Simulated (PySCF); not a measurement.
**C₄H₉B₂F: spin-spin couplings**

Wanted: the spin-spin couplings of C₄H₉B₂F (`BC[C@@H]1[C@H](B)[C@@H]1F`), by calculation.

The runs use PySCF 2.14.0, with density-fitted response routines of our own; the level of theory stands in each step. All values are computed, except where a source is named. Atoms are numbered from 0 throughout.

## 1. The starting structure

16 atoms, charge 0, multiplicity 1; geometry from: GFN2-xTB.

Bonds of the start (Å): B0–C1 1.57, C1–C2 1.51, C2–C3 1.54, C3–B4 1.54, C3–C5 1.52, C5–F6 1.36, C5–C2 1.48, B0–H7 1.17, B0–H8 1.17, C1–H9 1.10, C1–H10 1.10, C2–H11 1.08, C3–H12 1.09, B4–H13 1.17, B4–H14 1.17, C5–H15 1.08.

## 2. J couplings: B3LYP/pcJ-1

What the job is given:

```
{"job": {"kind": "j", "xc": "B3LYP", "basis": "pcJ-1"}, "charge": 0, "multiplicity": 1}
B      1.429914     1.696519    -0.136976
C      0.660788     0.711463     0.807960
C      0.464989    -0.704929     0.311852
C     -0.426244    -1.005795    -0.902821
B     -1.172132     0.102875    -1.669695
C     -0.820815    -1.409698     0.508859
F     -1.844117    -0.745264     1.117123
H      1.716431     2.755450     0.265986
H      1.705990     1.391629    -1.231179
H      1.123810     0.666603     1.799493
H     -0.323015     1.158258     0.987398
H      1.358665    -1.315915     0.380088
H     -0.074885    -1.854478    -1.481779
H     -1.639292     1.019780    -1.117396
H     -1.294268     0.003710    -2.828557
H     -0.873417    -2.461263     0.768711
```

Level: B3LYP/pcJ-1 indirect spin-spin coupling, non-relativistic, gas phase.

Command:

```bash
OMP_NUM_THREADS=1 python probes_run.py task.json out
```

The driver reads the jobs from task.json and runs them one after another.

Output:

```text
coarse grid: 13184 points
cycle   1  E = -307.2002803992  dE =  6.315e-01  |g| = 5.751e-01  |ddm| = 3.175e+00
cycle   2  E = -307.1622185851  dE =  3.806e-02  |g| = 7.682e-01  |ddm| = 1.035e+00
cycle   3  E = -307.2661351307  dE = -1.039e-01  |g| = 7.784e-02  |ddm| = 6.180e-01
cycle   4  E = -307.2668873707  dE = -7.522e-04  |g| = 4.237e-02  |ddm| = 8.070e-02
cycle   5  E = -307.2672591147  dE = -3.717e-04  |g| = 8.754e-03  |ddm| = 3.938e-02
cycle   6  E = -307.2672747443  dE = -1.563e-05  |g| = 2.589e-03  |ddm| = 9.245e-03
cycle   7  E = -307.2672761283  dE = -1.384e-06  |g| = 5.945e-04  |ddm| = 2.384e-03
final grid: 127200 points
cycle   8  E = -307.3232077580  dE = -1.613e-04  |g| = 6.998e-03  |ddm| = 2.961e-02
cycle   9  E = -307.3231989144  dE =  8.844e-06  |g| = 9.676e-03  |ddm| = 1.277e-02
cycle  10  E = -307.3232182465  dE = -1.933e-05  |g| = 1.083e-03  |ddm| = 7.755e-03
cycle  11  E = -307.3232183805  dE = -1.340e-07  |g| = 6.026e-04  |ddm| = 1.284e-03
cycle  12  E = -307.3232184456  dE = -6.512e-08  |g| = 7.137e-05  |ddm| = 4.944e-04
cycle  13  E = -307.3232184468  dE = -1.175e-09  |g| = 1.422e-05  |ddm| = 7.492e-05
cycle  14  E = -307.3232184468  dE = -3.297e-11  |g| = 7.603e-06  |ddm| = 1.421e-05
converged SCF energy = -307.3232184468

Indirect spin-spin couplings (Hz)
  i      j    bonds     total        FC       PSO       DSO        SD
  0 B    1 C    1     49.706    52.129    -2.834     0.175     0.236
  0 B    2 C    2     -1.371    -1.262    -0.104     0.019    -0.024
  0 B    3 C    3      2.034     2.063    -0.022     0.006    -0.013
  0 B    5 C    3      4.881     4.919     0.055    -0.070    -0.024
  0 B    7 H    1    130.718   131.708    -1.930     0.365     0.575
  0 B    8 H    1    131.456   132.507    -2.044     0.428     0.564
  0 B    9 H    2     -2.786    -2.473    -0.104    -0.329     0.119
  0 B   10 H    2     -4.944    -5.062     0.027    -0.170     0.261
  0 B   11 H    3      0.543     0.701    -0.005    -0.133    -0.019
  0 B   12 H    4     -0.346    -0.249     0.159    -0.239    -0.017
  0 B   13 H    5      0.354     0.270    -0.103     0.174     0.013
  0 B   14 H    5      0.294     0.309     0.078    -0.083    -0.011
  0 B   15 H    4      0.898     0.934     0.390    -0.427     0.000
  1 C    2 C    1     43.032    43.353    -0.571     0.251         -
  1 C    3 C    2      0.574     0.615    -0.044     0.003         -
  1 C    4 B    3      3.979     4.046    -0.083     0.027    -0.011
  1 C    5 C    2     -1.699    -1.565    -0.144     0.010         -
  1 C    6 F    3      4.310     5.704    -1.579     0.061     0.124
  1 C    7 H    2      6.259     6.742    -0.359    -0.124         -
  1 C    8 H    2      2.882     3.359    -0.361    -0.116         -
  1 C    9 H    1    123.925   121.714     1.386     0.825         -
  1 C   10 H    1    118.704   116.499     1.279     0.926         -
  1 C   11 H    2      1.095     1.089     0.155    -0.149         -
  1 C   12 H    3      4.295     4.321     0.358    -0.384         -
  1 C   13 H    4      0.880     0.817    -0.132     0.196         -
  1 C   14 H    4      0.839     0.851     0.162    -0.174         -
  1 C   15 H    3      0.532     0.576     0.365    -0.409         -
  2 C    3 C    1      7.153     7.217    -0.306     0.242         -
  2 C    4 B    2     -1.035    -0.664    -0.304    -0.010    -0.057
  2 C    5 C    1     22.930    25.457    -2.815     0.288         -
  2 C    6 F    2      5.474     8.316    -1.908    -0.095    -0.840
  2 C    7 H    3     10.076    10.107     0.207    -0.239         -
  2 C    8 H    3      7.428     7.413    -0.146     0.161         -
  2 C    9 H    2     -0.941    -0.959    -0.006     0.024         -
  2 C   10 H    2     -6.867    -6.918     0.003     0.048         -
  2 C   11 H    1    168.510   167.034     0.378     1.098         -
  2 C   12 H    2     -2.151    -2.411     0.380    -0.120         -
  2 C   13 H    3      0.713     0.748    -0.038     0.003         -
  2 C   14 H    3      2.142     2.222     0.173    -0.253         -
  2 C   15 H    2      3.084     3.287     0.063    -0.265         -
  3 C    4 B    1     65.172    67.828    -3.092     0.233     0.203
  3 C    5 C    1      9.774    10.768    -1.265     0.270         -
  3 C    6 F    2     12.338     9.687     2.931    -0.108    -0.172
  3 C    9 H    3      8.147     8.212     0.349    -0.413         -
  3 C   10 H    3      0.509     0.492    -0.013     0.030         -
  3 C   11 H    2     -2.467    -2.663     0.367    -0.171         -
  3 C   12 H    1    154.164   152.198     0.981     0.985         -
  3 C   13 H    2      0.957     1.469    -0.476    -0.036         -
  3 C   14 H    2      7.486     8.047    -0.528    -0.034         -
  3 C   15 H    2      0.278     0.303     0.217    -0.241         -
  4 B    5 C    2     -1.428    -1.153    -0.180    -0.005    -0.089
  4 B    6 F    3      9.853    11.617    -1.851     0.035     0.052
  4 B    8 H    5      0.600     0.421    -0.102     0.249     0.033
  4 B    9 H    4      0.443     0.507     0.360    -0.404    -0.020
  4 B   10 H    4      0.419     0.603    -0.406     0.256    -0.034
  4 B   11 H    3      2.993     3.076     0.463    -0.508    -0.038
  4 B   12 H    2     -3.424    -2.639    -0.390    -0.376    -0.020
  4 B   13 H    1    132.217   132.987    -1.890     0.566     0.555
  4 B   14 H    1    131.844   132.620    -1.798     0.457     0.566
  4 B   15 H    3      1.119     1.161     0.511    -0.519    -0.035
  5 C    6 F    1   -290.430  -321.269    14.242     0.876    15.721
  5 C    7 H    4      1.008     1.021     0.221    -0.234         -
  5 C    8 H    4      0.253     0.283     0.145    -0.176         -
  5 C    9 H    3      0.059     0.090     0.092    -0.124         -
  5 C   10 H    3      4.087     4.123    -0.190     0.153         -
  5 C   11 H    2      2.625     2.813    -0.090    -0.098         -
  5 C   12 H    2      1.232     1.092     0.169    -0.028         -
  5 C   13 H    3      0.957     0.971    -0.007    -0.007         -
  5 C   14 H    3      1.654     1.704     0.198    -0.248         -
  5 C   15 H    1    208.370   207.923    -0.811     1.258         -
  6 F    9 H    4     -0.965    -0.483    -0.008    -0.327    -0.147
  6 F   10 H    4      1.031     1.009    -1.379     1.592    -0.191
  6 F   11 H    3      1.872     2.690     1.172    -1.940    -0.050
  6 F   12 H    3     10.736    10.924     2.073    -1.893    -0.368
  6 F   13 H    4      2.807     3.076    -0.778     0.700    -0.191
  6 F   14 H    4      4.148     4.360     0.594    -0.822     0.016
  6 F   15 H    2     72.451    67.410     9.212    -1.225    -2.946
  7 H    8 H    2      5.282     5.553     1.870    -2.141         -
  7 H    9 H    3      2.330     2.427     0.293    -0.390         -
  7 H   10 H    3     -0.072    -0.026     0.378    -0.424         -
  7 H   11 H    4     -0.516    -0.423     0.916    -1.010         -
  7 H   15 H    5      0.681     0.739     1.074    -1.132         -
  8 H    9 H    3      3.349     3.525     1.645    -1.821         -
  8 H   10 H    3     -0.120    -0.017     1.241    -1.344         -
  8 H   11 H    4     -0.171    -0.119    -0.103     0.051         -
  8 H   13 H    6      0.625     0.610    -0.256     0.271         -
  8 H   15 H    5      0.469     0.512     1.028    -1.071         -
  9 H   10 H    2    -22.264   -22.492     1.881    -1.653         -
  9 H   11 H    3      4.765     4.824    -0.002    -0.058         -
  9 H   12 H    4      0.250     0.301     1.625    -1.676         -
  9 H   13 H    5      0.594     0.617     0.926    -0.949         -
  9 H   14 H    5     -0.153    -0.082     1.188    -1.259         -
  9 H   15 H    4     -0.181    -0.093     0.969    -1.058         -
 10 H   11 H    3     12.559    12.614     2.550    -2.606         -
 10 H   12 H    4     -0.450    -0.393     1.700    -1.757         -
 10 H   13 H    5      1.483     1.348    -2.062     2.196         -
 10 H   15 H    4     -0.623    -0.489     1.564    -1.698         -
 11 H   12 H    3     12.921    12.904    -0.275     0.292         -
 11 H   13 H    4     -0.557    -0.482     1.479    -1.553         -
 11 H   14 H    4     -0.355    -0.291     1.113    -1.177         -
 11 H   15 H    3      5.663     5.705     0.116    -0.158         -
 12 H   13 H    3     10.631    10.889     1.850    -2.109         -
 12 H   14 H    3      8.416     8.564    -0.069    -0.079         -
 12 H   15 H    3      7.184     7.190    -0.113     0.107         -
 13 H   14 H    2      3.678     3.868     1.748    -1.938         -
 13 H   15 H    4     -0.446    -0.343     1.499    -1.602         -
 14 H   15 H    4     -0.606    -0.546     1.146    -1.206         -
```

It took 89 s on 1 thread of Arm Neoverse V1, shared host; peak memory 1.1 GiB.

A choice of the couplings up to four bonds, sorted by the number of bonds, with means over like pairs; isotopes 11B, 13C, 19F, 1H:

| pair | bonds | J (Hz) | Fermi contact (Hz) | dihedral (°) |
| --- | --- | --- | --- | --- |
| C5–F6 | 1 | -290.4 | -321.3 | – |
| C5–H15 | 1 | 208.4 | 207.9 | – |
| C2–H11 | 1 | 168.5 | 167.0 | – |
| C3–H12 | 1 | 154.2 | 152.2 | – |
| B4–H13 | 1 | 132.0 | 132.8 | – |
| B0–H7 | 1 | 131.1 | 132.1 | – |
| C1–H9 | 1 | 123.9 | 121.7 | – |
| C1–H10 | 1 | 118.7 | 116.5 | – |
| C3–B4 | 1 | 65.2 | 67.8 | – |
| F6–H15 | 2 | 72.5 | 67.4 | – |
| H9–H10 | 2 | -22.3 | -22.5 | – |
| C3–F6 | 2 | 12.3 | 9.7 | – |
| C2–H10 | 2 | -6.9 | -6.9 | – |
| C2–F6 | 2 | 5.5 | 8.3 | – |
| H7–H8 | 2 | 5.3 | 5.6 | – |
| B0–H10 | 2 | -4.9 | -5.1 | – |
| C1–H7 | 2 | 4.6 | 5.1 | – |
| C3–H13 | 2 | 4.2 | 4.8 | – |
| H11–H12 | 3 | 12.9 | 12.9 | 5 |
| H10–H11 | 3 | 12.6 | 12.6 | -163 |
| F6–H12 | 3 | 10.7 | 10.9 | -147 |
| B4–F6 | 3 | 9.9 | 11.6 | -2 |
| H12–H13 | 3 | 9.5 | 9.7 | – |
| C2–H7 | 3 | 8.8 | 8.8 | – |
| C3–H9 | 3 | 8.1 | 8.2 | 167 |
| H12–H15 | 3 | 7.2 | 7.2 | -9 |
| H11–H15 | 3 | 5.7 | 5.7 | 4 |
| F6–H13 | 4 | 3.5 | 3.7 | – |
| F6–H10 | 4 | 1.0 | 1.0 | – |

The spin-dipole term was solved for some atoms only; pairs without it lack that part.

Quadrupole couplings from the field gradients of the same density:

| atom | isotope | eQq/h (MHz) | η |
| --- | --- | --- | --- |
| B0 | 11B | 6.036 | 0.02 |
| B4 | 11B | 5.663 | 0.04 |

## 3. Summary of results

| quantity | value |
| --- | --- |
| largest coupling of the table (B3LYP/pcJ-1) | ¹J(C,F) C5–F6, -290.4 Hz |

What this shows: In the run at B3LYP/pcJ-1, the largest coupling of the table is C5–F6, -290.4 Hz, of which the Fermi-contact term gives -321.3 Hz. Couplings across rotatable bonds belong to this one conformer; where others are populated, the observed values are averages.
